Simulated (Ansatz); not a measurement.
# InH₂− (singlet): the correlation ladder at distance In1–H3 = 5.083 Å, def2-TZVPD

How much of the correlation energy of InH₂− (singlet) does each wave-function method recover here?

Computed with Ansatz 0.2.0, Gaussian basis. Level: def2-TZVPD, core rule «outside noble gas», up to 9 orbitals frozen.

The runs, in order: UHF; CCSD(T) on RHF; CCSD(T) on UHF; BCCD(T) on RHF; CCSDT(Q) on RHF; CCSDT(Q) on UHF; CCSDTQ on RHF; CASSCF and MRCISD+Q, 2 electrons in 2 orbitals; CASSCF and NEVPT2, 2 electrons in 2 orbitals; CASSCF and MRCISD+Q, 6 electrons in 6 orbitals; CASSCF and NEVPT4(SD), 6 electrons in 6 orbitals; CASSCF and NEVPT2, 6 electrons in 6 orbitals.

## (1) The system

The geometry derives from a PBE0/def2-TZVPD stationary point (not a proven minimum). One bond is set to the value named and the two fragments are kept rigid. No spin-orbit coupling is included. Elements past krypton take def2 core potentials.

3 atoms, charge -1, spin multiplicity 1.

Atoms are counted from 1 here; the program's logs count them from 0.

Bond lengths: In1–H2 1.886 Å.

## (2) UHF

File in.yaml:

```yaml
crystal:
  periodic: [false, false, false]
  atoms:
    - {symbol: In, position_ang: [0.000000, -0.041500, -0.019956]}
    - {symbol: H, position_ang: [0.000000, 1.260420, -1.384752]}
    - {symbol: H, position_ang: [0.000000, 3.466996, 3.657998]}
basis:
  gaussian: {orbitals: def2-TZVPD}
total_charge: -1
magnetization: {spin_polarized: true, initial_magnetization: 0}
hamiltonian: {xc: hf}
output: {orbitals: {seedname: orbitals}}
```

Command:

```console
> ansatz run in.yaml --threads 1 --pin off --events-out ev --progress --plain --max-ram 2816MiB --backend cpu
```

Further steps of the session: CCSD(T) on RHF; CCSD(T) on UHF; BCCD(T) on RHF; CCSDT(Q) on RHF; CCSDT(Q) on UHF; CCSDTQ on RHF; CASSCF and MRCISD+Q, 2 electrons in 2 orbitals; CASSCF and NEVPT2, 2 electrons in 2 orbitals; CASSCF and MRCISD+Q, 6 electrons in 6 orbitals; CASSCF and NEVPT4(SD), 6 electrons in 6 orbitals; CASSCF and NEVPT2, 6 electrons in 6 orbitals.

Before running them: what should the planned runs give, taken together? Wanted: RCCSDTQ from the RHF energy; RMP2 from RCCSDTQ; RCCSD from RCCSDTQ; RCCSD(T) from RCCSDTQ; RCCSDT(Q) from RCCSDTQ; NEVPT2 pair from RCCSDTQ; MRCISD+Q pair from RCCSDTQ; NEVPT2 valence from RCCSDTQ; T1 diagnostic.

**Answer**, as computed:

| quantity | value |
| --- | --- |
| RCCSDTQ from the RHF energy | -2.9879 eV |
| RMP2 from RCCSDTQ | +20.27 kcal/mol |
| RCCSD from RCCSDTQ | +2.09 kcal/mol |
| RCCSD(T) from RCCSDTQ | +0.59 kcal/mol |
| RCCSDT(Q) from RCCSDTQ | -0.02 kcal/mol |
| NEVPT2 pair from RCCSDTQ | +15.81 kcal/mol |
| MRCISD+Q pair from RCCSDTQ | -0.74 kcal/mol |
| NEVPT2 valence from RCCSDTQ | +18.88 kcal/mol |
| levels within 1 kcal/mol (43 meV) | RCCSD(T), BCCD(T), RCCSDT, RCCSDT(Q), MRCISD+Q pair |
| T1 diagnostic | 0.070 |
| effectively unpaired electrons | 0.06 |

**Reading.** RCCSD(T) lands +0.59 kcal/mol from the yardstick (0.9 % of the correlation energy). The occupations are near whole numbers, but T1 = 0.070 shows that the orbitals relax strongly. Of the multireference levels listed MRCISD+Q pair comes nearest in total energy (-0.74 kcal/mol), which doesn't show that its space is the better one. These misses are within one basis, not against nature.
